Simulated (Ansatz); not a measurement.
H5NOSn, SMILES [NH2][SnH2][OH], vertical energies of changing the electron count

Program: Ansatz 0.2.0 through its Python package.

Notebook, run cell by cell (the value of a cell's last expression is shown):

In [1]:
```python
import ansatz as az
```

In [2]:
```python
BASIS = "def2-SVPD"
XC = "PBE0"
```

In [3]:
```python
def energy_of(molecule, charge=0, unpaired=0):
    calc = molecule.calculation().basis(gaussian=BASIS).functional(XC)
    if charge:
        calc = calc.charge(charge)
    if unpaired:
        calc = calc.spin("collinear", total=unpaired)
    return calc.run().report["free_energy_ev"]
```

In [4]:
```python
geometry = (
    az.Crystal.molecule()
    .atom("N", (-1.3284, 0.5645, -0.7026))
    .atom("Sn", (0.3325, 0.0786, 0.3004))
    .atom("O", (0.2825, -1.8647, 0.6481))
    .atom("H", (-1.2195, 1.6379, -0.9368))
    .atom("H", (-1.3498, 0.0955, -1.645))
    .atom("H", (0.4087, 0.971, 1.8151))
    .atom("H", (1.7624, 0.4814, -0.6683))
    .atom("H", (1.2038, -2.0213, 1.1332))
)
```

In [5]:
```python
parent = energy_of(geometry, 0, 0)
cation = energy_of(geometry, 1, 1)
print(f"E(N)   = {parent:.5f} eV")
print(f"E(N-1) = {cation:.5f} eV  (1 unpaired)")
print(f"vertical ionisation energy {cation - parent:.3f} eV")
anion = energy_of(geometry, -1, 1)
print(f"E(N+1) = {anion:.5f} eV  (1 unpaired)")
print(f"vertical electron affinity {parent - anion:.3f} eV" + ("" if anion < parent else " (unbound in this basis)"))
print(f"fundamental gap IP - EA = {cation + anion - 2 * parent:.3f} eV")
```
```text
E(N)   = -9443.04041 eV
E(N-1) = -9433.32302 eV  (1 unpaired)
vertical ionisation energy 9.717 eV
E(N+1) = -9442.13061 eV  (1 unpaired)
vertical electron affinity -0.910 eV (unbound in this basis)
fundamental gap IP - EA = 10.627 eV
```

At this unrelaxed geometry removing an electron costs 9.72 eV and an added one is unbound in this basis (by 0.91 eV).

Reading the output:
- Total energies depend on the basis set; only differences at equal settings carry meaning.
- The geometry is a force-field or estimated start, not a minimum of this method, and the basis set is short of its limit. All parts are taken at fixed geometry, without zero-point energy. At an unrelaxed start these energies can be a whole eV from those at the minimum, and a small affinity can change sign.
- def2 sets replace the cores of elements past krypton by effective core potentials.
- A negative electron affinity means that the anion is unbound here; its size hangs on the basis and tends to about zero as the basis grows, and so does its part in any gap built on it.
- Run time: 36 s on 1 thread of Arm Neoverse V2, with other jobs on the host, peak memory 0.47 GiB.
